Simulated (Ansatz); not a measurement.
Born–Oppenheimer molecular dynamics of a periodic cell of 20 atoms, K₆InP₃ (host K6InP3, host structure P1). It goes on from the last frame of an earlier run, with new velocities.

All numbers below come from DFT PBEsol, scalar-relativistic, plane waves, PAW (Ansatz 0.2.0). Settings: cutoff 420 eV, k mesh 1x1x1, fermi-dirac smearing 0.002 eV, no spin polarisation.

- ensemble: NVT, Langevin thermostat
- time step: 2 fs
- steps asked: 200
- set temperature: 1920 K
- friction: 0.05 /fs
- seed: 422160

First frame:

```xyz
20
Lattice="8.3406 0.2273 -0.1434 4.3331 7.0926 -0.3492 2.6013 -0.2991 8.2293" Properties=species:S:1:pos:R:3
K 10.770 5.599 2.903
K 4.441 0.252 4.632
K 10.475 0.946 3.176
K 4.996 4.976 4.908
K 8.913 2.892 4.979
K 6.211 2.145 3.082
K 11.625 3.170 6.969
K 3.496 3.038 1.073
K 10.714 5.688 -0.078
K 4.364 0.478 8.469
K 6.441 2.700 0.174
K 7.495 4.879 6.622
In 7.392 0.629 6.518
In 7.574 5.256 1.511
P 5.798 2.591 5.856
P 9.129 3.446 2.025
P 10.248 5.555 5.832
P 4.513 0.235 1.564
P 9.987 0.592 6.242
P 5.125 5.337 1.534
```

What does the run give?

The run went to its last step.

```yaml
steps_done: 200
time_covered: 400 fs
mean_temperature_over_the_second_half: 1792 K
spread_of_the_potential_energy_over_the_second_half: 40.6 meV per atom
mean_potential_energy_of_the_second_half_above_the_start: 114.8 meV per atom
```

A run of 0.4 ps of so small a system gives no equilibrium averages. The smearing is very narrow for this mesh. Limits of this set-up: coarse k mesh.

What happens to the structure?

Mean squared displacements from the first frame to the last, about the centre of mass: K 0.19 Å², In 0.11 Å², P 0.16 Å². Another seed would give other details.

How do temperature and energy run in time?


| time (fs) | T (K) | potential energy less start (eV) |
| --- | --- | --- |
| 0.0 | 1824 | 0.000 |
| 32.0 | 1922 | 0.969 |
| 64.0 | 1796 | 1.442 |
| 96.0 | 1644 | 3.660 |
| 128.0 | 2096 | 2.528 |
| 160.0 | 2354 | 2.314 |
| 192.0 | 1802 | 2.906 |
| 224.0 | 1633 | 2.888 |
| 256.0 | 1743 | 3.368 |
| 288.0 | 1930 | 2.525 |
| 320.0 | 1792 | 2.355 |
| 352.0 | 2073 | 1.088 |
| 384.0 | 1335 | 1.250 |

The run took 3.8 min on 1 thread of AMD EPYC 9B45 (Zen 5), with other jobs on the host, peak memory 0.61 GiB.
